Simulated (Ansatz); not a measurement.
Born–Oppenheimer molecular dynamics of a periodic cell of 16 atoms, Cr (start crystal Cr, start structure bcc, volume 1.15 times the crystal's). It starts from a structure without forces on its atoms.

The calculation used DFT PBE-D3(BJ), scalar-relativistic, plane waves, PAW (Ansatz). Settings: cutoff 420 eV, k mesh 2x2x2, fermi-dirac smearing 0.17 eV, no spin polarisation.

```json
{
  "ensemble": "NVT, Langevin thermostat",
  "time step": "3 fs",
  "steps asked": "110",
  "set temperature": "2000 K",
  "friction": "0.005 /fs",
  "seed": "842503"
}
```

Frames 15 fs apart, positions in Å, forces in eV/Å.

Velocities at 30.0 fs (Å/ps):

```
Cr 4.53 0.42 -3.81
Cr -1.05 0.90 -4.43
Cr 2.15 -4.92 -1.04
Cr -4.33 4.42 -3.32
Cr 1.75 -4.60 -0.28
Cr 2.69 3.60 1.19
Cr -7.66 4.91 -0.93
Cr 2.83 -1.14 -4.58
Cr -7.15 -1.34 -3.46
Cr -0.57 -0.75 3.01
Cr 0.10 -1.55 -0.62
Cr 4.53 -1.06 0.92
Cr -3.57 -0.60 2.32
Cr -3.23 -2.16 -1.36
Cr -1.98 -2.03 2.15
Cr 2.26 -1.49 3.93
```

```xyz
16
Lattice="6.0347 0.0000 0.0000 0.0000 6.0347 0.0000 0.0000 0.0000 6.0347" Properties=species:S:1:pos:R:3:forces:R:3 time_fs=30.0 energy_less_start_eV=2.740 T=608
Cr 0.352 0.052 0.068 -2.27 -1.22 -1.24
Cr 2.995 0.047 -0.073 0.86 0.07 -0.11
Cr 0.080 2.759 -0.017 -0.57 1.67 -0.52
Cr -0.090 -0.016 2.793 0.03 0.20 1.67
Cr 1.381 1.431 1.392 1.93 0.75 0.95
Cr 3.079 3.236 0.108 -0.32 -1.00 -0.99
Cr 2.758 0.121 2.998 1.06 -0.80 0.26
Cr 4.717 1.427 1.314 -1.64 0.25 1.07
Cr -0.162 3.091 2.844 1.24 -0.54 1.03
Cr 1.374 4.526 1.563 0.59 -0.24 -0.31
Cr 1.522 1.469 4.506 0.02 0.05 -0.37
Cr 3.255 3.096 2.994 -1.74 -0.48 0.83
Cr 4.296 4.479 1.722 1.01 0.65 -1.51
Cr 4.513 1.351 4.570 -0.05 0.60 -0.55
Cr 1.458 4.390 4.498 0.51 0.65 0.13
Cr 4.597 4.598 4.634 -0.66 -0.62 -0.34
16
Lattice="6.0347 0.0000 0.0000 0.0000 6.0347 0.0000 0.0000 0.0000 6.0347" Properties=species:S:1:pos:R:3:forces:R:3 time_fs=45.0 energy_less_start_eV=3.282 T=617
Cr 0.383 0.013 0.003 -2.18 -1.06 -0.62
Cr 3.038 0.052 -0.160 0.55 -0.04 0.47
Cr 0.098 2.717 -0.059 -0.57 1.85 -0.08
Cr -0.176 0.039 2.778 0.45 -0.22 1.39
Cr 1.428 1.402 1.395 1.21 0.90 0.70
Cr 3.114 3.249 0.113 -0.55 -1.14 -0.91
Cr 2.665 0.180 3.005 1.46 -1.29 -0.10
Cr 4.707 1.425 1.270 -1.35 0.15 1.20
Cr -0.205 3.092 2.842 1.38 -0.48 0.77
Cr 1.352 4.537 1.599 0.43 -0.34 -0.37
Cr 1.528 1.454 4.490 -0.34 0.18 -0.31
Cr 3.289 3.064 3.039 -1.88 -0.32 0.52
Cr 4.251 4.476 1.717 1.20 0.74 -1.22
Cr 4.447 1.308 4.559 0.46 0.73 -0.54
Cr 1.445 4.329 4.560 0.56 0.83 -0.15
Cr 4.637 4.559 4.708 -0.82 -0.50 -0.77
16
Lattice="6.0347 0.0000 0.0000 0.0000 6.0347 0.0000 0.0000 0.0000 6.0347" Properties=species:S:1:pos:R:3:forces:R:3 time_fs=60.0 energy_less_start_eV=3.004 T=981
Cr 0.301 -0.051 -0.097 -1.54 -0.37 0.33
Cr 3.123 0.053 -0.212 -0.39 -0.23 1.24
Cr 0.106 2.765 -0.125 -0.56 1.46 0.56
Cr -0.224 0.101 2.841 0.63 -0.73 0.59
Cr 1.495 1.466 1.427 0.23 0.28 0.39
Cr 3.138 3.228 0.070 -0.74 -1.18 -0.37
Cr 2.617 0.183 3.001 1.53 -1.31 -0.45
Cr 4.609 1.474 1.289 -0.49 -0.09 1.16
Cr -0.197 3.035 2.869 1.29 -0.06 0.33
Cr 1.296 4.555 1.619 0.47 -0.28 -0.29
Cr 1.524 1.488 4.499 -0.63 -0.08 -0.28
Cr 3.280 2.994 3.037 -1.81 0.15 0.03
Cr 4.245 4.482 1.695 1.19 0.48 -0.70
Cr 4.386 1.244 4.550 1.07 1.25 -0.65
Cr 1.440 4.330 4.666 0.56 0.84 -0.76
Cr 4.665 4.471 4.744 -0.82 -0.15 -1.13
16
Lattice="6.0347 0.0000 0.0000 0.0000 6.0347 0.0000 0.0000 0.0000 6.0347" Properties=species:S:1:pos:R:3:forces:R:3 time_fs=75.0 energy_less_start_eV=2.557 T=1275
Cr 0.152 -0.142 -0.183 -0.55 0.44 1.25
Cr 3.205 0.059 -0.212 -1.36 -0.53 1.56
Cr 0.076 2.856 -0.210 -0.31 0.63 1.39
Cr -0.199 0.119 2.950 0.53 -1.06 -0.20
Cr 1.578 1.557 1.454 -0.43 -0.35 0.40
Cr 3.174 3.119 0.052 -1.03 -0.55 -0.01
Cr 2.625 0.115 2.958 1.36 -0.90 -0.32
Cr 4.516 1.521 1.377 0.29 -0.32 0.84
Cr -0.139 2.946 2.913 0.95 0.59 -0.09
Cr 1.265 4.587 1.597 0.60 -0.32 0.06
Cr 1.490 1.567 4.512 -0.35 -0.82 -0.52
Cr 3.173 2.925 2.996 -1.36 0.60 -0.08
Cr 4.296 4.492 1.692 0.86 0.10 -0.44
Cr 4.385 1.228 4.543 1.06 1.61 -0.86
Cr 1.449 4.370 4.727 0.50 0.65 -1.37
Cr 4.650 4.385 4.764 -0.74 0.23 -1.62
16
Lattice="6.0347 0.0000 0.0000 0.0000 6.0347 0.0000 0.0000 0.0000 6.0347" Properties=species:S:1:pos:R:3:forces:R:3 time_fs=90.0 energy_less_start_eV=2.194 T=1740
Cr 0.001 -0.238 -0.221 0.15 1.19 1.52
Cr 3.216 0.071 -0.167 -1.40 -0.52 1.03
Cr 0.010 2.997 -0.196 0.06 -0.65 1.50
Cr -0.136 0.106 3.027 0.18 -1.13 -0.59
Cr 1.638 1.650 1.548 -1.00 -0.81 -0.30
Cr 3.148 3.006 0.057 -0.92 0.12 -0.05
Cr 2.721 -0.012 2.899 1.17 -0.36 0.25
Cr 4.443 1.547 1.496 0.75 -0.52 -0.01
Cr -0.075 2.873 2.977 0.22 1.15 -0.29
Cr 1.264 4.625 1.567 0.72 -0.44 0.22
Cr 1.419 1.637 4.479 0.10 -1.30 -0.07
Cr 2.976 2.875 2.954 -0.19 0.87 0.32
Cr 4.370 4.512 1.687 0.30 0.11 -0.53
Cr 4.417 1.292 4.458 0.28 1.04 0.14
Cr 1.448 4.407 4.734 0.38 0.67 -1.39
Cr 4.607 4.346 4.765 -0.81 0.57 -1.74
16
Lattice="6.0347 0.0000 0.0000 0.0000 6.0347 0.0000 0.0000 0.0000 6.0347" Properties=species:S:1:pos:R:3:forces:R:3 time_fs=105.0 energy_less_start_eV=2.331 T=1834
Cr -0.176 -0.317 -0.142 0.61 1.78 0.65
Cr 3.103 0.072 -0.108 -0.74 -0.60 0.25
Cr -0.099 3.100 -0.090 0.53 -1.52 0.60
Cr -0.057 0.059 3.037 -0.20 -1.03 -0.33
Cr 1.649 1.706 1.638 -1.73 -1.58 -1.52
Cr 3.077 2.904 0.091 -0.48 0.82 -0.43
Cr 2.878 -0.104 2.840 0.66 0.02 0.98
Cr 4.414 1.548 1.604 0.68 -0.65 -1.08
Cr -0.015 2.840 3.019 -0.83 1.58 0.02
Cr 1.311 4.649 1.550 0.69 -0.51 -0.06
Cr 1.356 1.682 4.466 0.40 -1.55 0.57
Cr 2.764 2.850 2.934 1.64 1.44 1.15
Cr 4.465 4.491 1.669 -0.39 0.31 -0.65
Cr 4.484 1.380 4.371 -0.41 0.16 1.25
Cr 1.418 4.466 4.636 0.20 0.70 -0.48
Cr 4.542 4.352 4.713 -0.62 0.64 -0.94
16
Lattice="6.0347 0.0000 0.0000 0.0000 6.0347 0.0000 0.0000 0.0000 6.0347" Properties=species:S:1:pos:R:3:forces:R:3 time_fs=120.0 energy_less_start_eV=2.818 T=1705
Cr -0.318 -0.387 -0.023 0.97 2.29 -0.30
Cr 2.927 0.040 -0.049 -0.14 -0.61 -0.25
Cr -0.211 3.108 0.092 0.84 -1.67 -0.40
Cr 0.019 0.027 3.049 -0.34 -0.74 -0.08
Cr 1.625 1.721 1.681 -1.69 -1.81 -1.80
Cr 2.969 2.842 0.089 -0.12 1.04 -0.49
Cr 3.071 -0.221 2.790 -0.49 0.89 1.56
Cr 4.425 1.489 1.636 0.31 -0.31 -1.40
Cr 0.024 2.882 3.031 -1.57 1.22 0.43
Cr 1.365 4.675 1.509 0.72 -0.73 -0.18
Cr 1.322 1.663 4.467 0.48 -1.21 0.82
Cr 2.667 2.889 2.970 2.56 1.17 1.02
Cr 4.562 4.471 1.597 -1.08 -0.11 -0.28
Cr 4.482 1.441 4.291 -0.28 -0.20 1.52
Cr 1.393 4.557 4.521 0.13 0.21 0.16
Cr 4.457 4.340 4.636 -0.30 0.55 -0.32
16
Lattice="6.0347 0.0000 0.0000 0.0000 6.0347 0.0000 0.0000 0.0000 6.0347" Properties=species:S:1:pos:R:3:forces:R:3 time_fs=135.0 energy_less_start_eV=2.999 T=1554
Cr -0.452 -0.339 0.040 1.72 2.25 -0.93
Cr 2.748 -0.026 -0.016 0.43 -0.18 -0.33
Cr -0.266 3.062 0.265 1.06 -1.38 -1.50
Cr 0.072 -0.025 3.051 -0.36 0.08 -0.04
Cr 1.520 1.678 1.693 -0.70 -1.02 -1.25
Cr 2.840 2.821 0.103 0.21 0.79 -0.52
Cr 3.259 -0.294 2.788 -1.62 1.62 1.76
Cr 4.465 1.415 1.598 -0.21 0.13 -1.01
Cr 0.024 2.993 3.028 -1.29 -0.05 0.69
Cr 1.441 4.660 1.478 0.19 -0.79 -0.16
Cr 1.278 1.558 4.501 0.64 -0.39 0.61
Cr 2.684 2.975 3.039 1.85 -0.20 0.32
Cr 4.602 4.494 1.506 -1.37 -0.96 0.47
Cr 4.454 1.451 4.291 -0.24 -0.10 1.13
Cr 1.428 4.622 4.419 -0.30 -0.53 0.71
Cr 4.389 4.292 4.552 0.01 0.72 0.05
16
Lattice="6.0347 0.0000 0.0000 0.0000 6.0347 0.0000 0.0000 0.0000 6.0347" Properties=species:S:1:pos:R:3:forces:R:3 time_fs=150.0 energy_less_start_eV=3.329 T=2035
Cr -0.488 -0.176 0.028 1.77 1.15 -0.59
Cr 2.584 -0.115 0.020 1.23 0.71 -0.48
Cr -0.293 2.993 0.360 1.10 -0.96 -2.15
Cr 0.100 -0.086 3.085 -0.40 0.84 -0.48
Cr 1.409 1.597 1.661 -0.04 -0.49 -0.73
Cr 2.712 2.852 0.117 0.56 0.25 -0.39
Cr 3.410 -0.270 2.849 -2.23 1.51 1.27
Cr 4.479 1.352 1.500 -0.30 0.53 -0.25
Cr 0.042 3.124 3.026 -0.78 -1.18 0.60
Cr 1.496 4.605 1.447 -0.50 -0.73 0.15
Cr 1.269 1.387 4.575 0.43 0.57 0.16
Cr 2.817 3.037 3.102 0.72 -0.97 -0.29
Cr 4.581 4.491 1.427 -1.13 -0.72 0.74
Cr 4.439 1.464 4.339 -0.32 -0.20 0.77
Cr 1.482 4.663 4.316 -0.63 -1.37 1.21
Cr 4.301 4.237 4.451 0.52 1.07 0.45
16
Lattice="6.0347 0.0000 0.0000 0.0000 6.0347 0.0000 0.0000 0.0000 6.0347" Properties=species:S:1:pos:R:3:forces:R:3 time_fs=165.0 energy_less_start_eV=4.078 T=1641
Cr -0.480 0.014 0.020 1.38 -0.65 -0.35
Cr 2.471 -0.145 0.004 2.18 0.96 -0.12
Cr -0.319 2.912 0.391 1.01 -0.27 -2.14
Cr 0.128 -0.091 3.107 -0.58 0.75 -0.65
Cr 1.335 1.491 1.607 0.23 -0.14 -0.35
Cr 2.581 2.926 0.088 1.15 -0.20 -0.09
Cr 3.448 -0.182 2.985 -2.28 1.05 0.31
Cr 4.476 1.295 1.373 -0.57 1.12 0.86
Cr 0.011 3.216 3.032 -0.28 -1.58 0.23
Cr 1.564 4.520 1.427 -1.31 -0.51 0.55
Cr 1.361 1.194 4.673 -0.35 1.82 -0.79
Cr 2.959 3.068 3.125 -0.37 -1.37 -0.91
Cr 4.512 4.461 1.397 -0.51 -0.21 0.76
Cr 4.445 1.498 4.459 -0.24 -0.32 0.19
Cr 1.537 4.638 4.264 -0.88 -1.59 1.11
Cr 4.247 4.224 4.327 1.40 1.15 1.40
16
Lattice="6.0347 0.0000 0.0000 0.0000 6.0347 0.0000 0.0000 0.0000 6.0347" Properties=species:S:1:pos:R:3:forces:R:3 time_fs=180.0 energy_less_start_eV=4.970 T=1075
Cr -0.416 0.165 0.057 0.83 -2.18 -0.39
Cr 2.448 -0.154 -0.005 2.74 0.26 0.51
Cr -0.310 2.825 0.348 0.67 0.99 -1.60
Cr 0.127 -0.080 3.121 -0.72 0.58 -0.68
Cr 1.311 1.388 1.546 0.30 0.20 0.29
Cr 2.450 2.978 0.055 1.82 -0.40 0.04
Cr 3.371 -0.070 3.151 -1.90 0.54 -0.81
Cr 4.463 1.314 1.308 -0.88 1.11 1.67
Cr -0.088 3.250 3.047 0.18 -1.71 -0.23
Cr 1.595 4.425 1.428 -1.65 -0.08 0.84
Cr 1.478 1.107 4.773 -1.14 2.22 -2.09
Cr 3.042 3.012 3.145 -1.20 -1.25 -1.52
Cr 4.456 4.441 1.424 0.13 -0.01 0.49
Cr 4.455 1.572 4.553 -0.12 -0.71 -0.31
Cr 1.532 4.553 4.210 -0.96 -0.90 1.23
Cr 4.222 4.242 4.226 1.90 1.35 2.57
16
Lattice="6.0347 0.0000 0.0000 0.0000 6.0347 0.0000 0.0000 0.0000 6.0347" Properties=species:S:1:pos:R:3:forces:R:3 time_fs=195.0 energy_less_start_eV=4.768 T=1297
Cr -0.325 0.216 0.112 0.31 -2.51 -0.36
Cr 2.500 -0.165 0.061 2.50 -0.05 0.28
Cr -0.289 2.800 0.296 0.42 1.65 -1.17
Cr 0.075 -0.044 3.123 -0.63 0.30 -0.47
Cr 1.336 1.275 1.530 0.21 0.60 0.70
Cr 2.385 3.022 0.018 2.13 -0.62 0.15
Cr 3.229 0.012 3.251 -1.26 -0.05 -1.19
Cr 4.467 1.380 1.331 -0.76 0.60 1.73
Cr -0.199 3.264 3.070 0.62 -1.84 -0.60
Cr 1.569 4.340 1.473 -1.42 0.47 0.65
Cr 1.540 1.110 4.784 -1.36 1.67 -2.08
Cr 3.057 2.918 3.103 -1.16 -0.10 -0.86
Cr 4.395 4.426 1.453 0.47 0.10 0.27
Cr 4.483 1.646 4.631 -0.22 -1.42 -0.64
Cr 1.504 4.455 4.194 -0.63 -0.10 1.35
Cr 4.281 4.270 4.221 0.80 1.30 2.24
```

Of the whole run (330 fs, mean temperature of the second half 1640 K): The mean temperature of the second half is 18 % below the set value. A run of 0.33 ps of so small a system gives no equilibrium averages. Spin polarisation was left off. Limits of this set-up: coarse k mesh, magnetic elements without spin.

Run time: 16 min on 2 threads of Arm Neoverse V1, with other jobs on the host, peak memory 0.99 GiB.
